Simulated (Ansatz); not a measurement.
# TiH3 (TiH₃) radical: an energy map over two coordinates

A grid of calculations on TiH3 (H3Ti), spin multiplicity 2, to see where the energy is lowest and how it rises around there.

Program: Ansatz 0.2.0. Level of theory: UKS PBE-D4/def2-TZVP. These are calculated values, not measurements.

**1. The system as given**

4 atoms, charge 0, spin multiplicity 2.

Atoms are counted from 1 here; the program's logs count them from 0.

Bond lengths: Ti1–H2 1.695 Å, Ti1–H3 1.695 Å, Ti1–H4 1.695 Å. Angles: H2–Ti1–H3 120.0°, H2–Ti1–H4 120.0°, H3–Ti1–H4 120.0°.

Geometry (Å):

```xyz
4
H3Ti
Ti   -0.00013    0.00007    0.00014
H     1.69460   -0.02798    0.01296
H    -0.82313    1.48187   -0.01756
H    -0.87135   -1.45396    0.00446
```

**3. The grid**

The axes are (1) umbrella angle at Ti1 (between each of its bonds and their common axis; 90 is planar): 13 values from 66 to 114 °; (2) change of the bonds Ti1–H2, Ti1–H3, Ti1–H4, all alike: 13 values from −0.190 to 0.294 Å.

Nothing else is relaxed (all other coordinates rigid). Energies count from the relaxed molecule at the same level. Points are written as (first, second).

(The set-up runs are not shown.)

**4. The run at (114°, 0.254 Å)**

input.yaml

```yaml
crystal:
  periodic: [false, false, false]
  atoms:
    - { symbol: Ti, position_ang: [-0.001901, 0.001955, 0.260379] }
    - { symbol: H, position_ang: [1.817486, -0.033876, -0.532893] }
    - { symbol: H, position_ang: [-0.87656, 1.580711, -0.565848] }
    - { symbol: H, position_ang: [-0.928511, -1.559369, -0.542164] }
magnetization:
  spin_polarized: true
  initial_magnetization: 1
basis:
  gaussian: { orbitals: def2-TZVP }
hamiltonian:
  xc: pbe
  dispersion: d4
output:
  forces: true
```

Run with:

```console
ansatz run input.yaml --threads 1 --pin off --max-ram 2048MiB --backend cpu --events-out ev --progress --plain --runs-dir out
```

The session goes on with these runs: the other points that were computed.

Q: Predict the outcome of this session. Wanted: lowest point; highest computed point; largest force on an atom.

The runs gave:

| quantity | value |
| --- | --- |
| lowest point | (78°, 0.012 Å), 0.23 kJ/mol |
| highest computed point | (66°, 0.294 Å), 103 kJ/mol above the lowest |
| largest force on an atom (eV/Å) | 0.08 at (90°, 0.012 Å) to 2.74 at (90°, −0.190 Å); 0.12 at the lowest point |
| time for the whole task | 8.5 min on 1 thread, shared host |

In words: The lowest computed point is at (78°, 0.012 Å), 0.23 kJ/mol from the relaxed molecule at the same level; the map holds 2 wells of about this depth. The grid is coarse, so the lowest point of the scanned range may lie between grid points; coordinates that were held can hide deeper minima. No other kind of well shows on this grid. The highest computed point, (114°, 0.294 Å), lies 103 kJ/mol above the lowest. On the interpolated surface the easiest way out of the lowest well to a well of the same energy at (102°, 0.012 Å) passes a barrier of about 1.5 kJ/mol. Round the minimum the two coordinates are nearly uncoupled.
